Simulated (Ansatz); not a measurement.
# CH7NO2Si: the cost of one run

Method: UKS PBE0/STO-3G, in Ansatz 0.2.0.

### 1 The structure to begin with

Bond lengths: Si1–C2 2.175 Å, Si1–N3 1.659 Å, Si1–O5 1.618 Å, Si1–O6 1.639 Å, C2–H7 1.086 Å, C2–H8 1.089 Å, C2–H9 1.092 Å, N3–H10 1.008 Å, O5–H11 0.955 Å, O6–H12 0.952 Å. Angles (14 of 15 angles, heavy atoms first): C2–Si1–N3 82.1°, C2–Si1–O5 109.2°, C2–Si1–O6 108.1°, N3–Si1–O5 126.2°, N3–Si1–O6 124.6°, O5–Si1–O6 102.1°, Si1–C2–H7 116.6°, Si1–C2–H8 92.3°, Si1–C2–H9 124.7°, Si1–N3–H10 130.5°, Si1–O5–H11 119.0°, Si1–O6–H12 119.3°, H7–C2–H8 104.9°, H7–C2–H9 109.9°.

Structure file:

```xyz
12

Si   -0.4464    0.5551    0.2384
C     1.0096   -0.9869   -0.2453
N    -0.1818    0.9809   -1.3426
H     0.6945   -0.0277   -1.2169
O     0.0538    1.3687    1.5445
O    -1.8037   -0.1796    0.7891
H     2.0568   -0.7067   -0.1752
H     0.8037   -1.5307    0.6758
H     0.8783   -1.7440   -1.0206
H    -0.4086    1.8281   -1.8398
H    -0.3661    1.1985    2.3850
H    -2.2902   -0.7559    0.2075
```

### 2 Run 1

150 steps of 0.5 fs at constant energy, with velocities drawn for 100 K.

File input.yaml:

```yaml
crystal:
  periodic: [false, false, false]
  atoms:
    - { symbol: Si, position_ang: [-0.4464, 0.5551, 0.2384] }
    - { symbol: C, position_ang: [1.0096, -0.9869, -0.2453] }
    - { symbol: "N", position_ang: [-0.1818, 0.9809, -1.3426] }
    - { symbol: H, position_ang: [0.6945, -0.0277, -1.2169] }
    - { symbol: O, position_ang: [0.0538, 1.3687, 1.5445] }
    - { symbol: O, position_ang: [-1.8037, -0.1796, 0.7891] }
    - { symbol: H, position_ang: [2.0568, -0.7067, -0.1752] }
    - { symbol: H, position_ang: [0.8037, -1.5307, 0.6758] }
    - { symbol: H, position_ang: [0.8783, -1.744, -1.0206] }
    - { symbol: H, position_ang: [-0.4086, 1.8281, -1.8398] }
    - { symbol: H, position_ang: [-0.3661, 1.1985, 2.385] }
    - { symbol: H, position_ang: [-2.2902, -0.7559, 0.2075] }
magnetization:
  spin_polarized: true
basis:
  gaussian: { orbitals: STO-3G }
hamiltonian:
  xc: pbe0
md:
  timestep: 0.5
  n_steps: 150
  ensemble: nve
  temperature: 100.0
  initial_velocities: maxwell_boltzmann
  seed: 774037
```

On the command line:

```
> ansatz run input.yaml --threads 1 --pin off --max-ram 2048MiB --backend cpu --events-out ev --progress --plain --runs-dir out
```

What time and memory should one allow on 1 thread of Arm Neoverse V1, shared host?

About 9.6 min, with a peak of 0.14 GiB.
